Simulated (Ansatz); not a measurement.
A run of Ansatz 0.2.0:

File input.yaml:

```yaml
crystal:
  lattice:
    - [3.4257, 0.0, 0.0]
    - [0.0, 3.4257, 0.0]
    - [0.0, 0.0, 3.4257]
  atoms:
    - { symbol: Nb, position: [0.5, 0.5, 0.5] }
    - { symbol: Te, position: [0.0, 0.0, 0.0] }
hamiltonian:
  xc: lda
  pseudopotentials: { kind: paw }
  hubbard: { sites: [{ species: Nb, l: d, u_eff: 8.0 }] }
kpoints:
  mp_grid: { grid: [8, 8, 8] }
scf:
  occupations: { method: fermi_dirac, width: 0.05 }
  n_extra_bands: 6
output:
  forces: true
  stress: true
  eigenvalues: true
  dos: { projected: true, de: 0.05, nscf_kmesh: { grid: [12, 12, 12] } }
```

Potentials or basis: Ansatz PAW.

Command:

```sh
$ ansatz run input.yaml --threads 2 --pin off --max-ram 5632MiB --backend cpu --events-out ev --progress --plain --runs-dir out
```

Hardware: 2 threads of Arm Neoverse V2, on a shared host.

**Question.** How long does it take, and how much memory?

**Answer.** Run time: 3 s on 2 threads of Arm Neoverse V2, on a shared host, peak memory 0.32 GiB. Counts: scf iterations 10, plane waves 751, k points 35, bands 21.
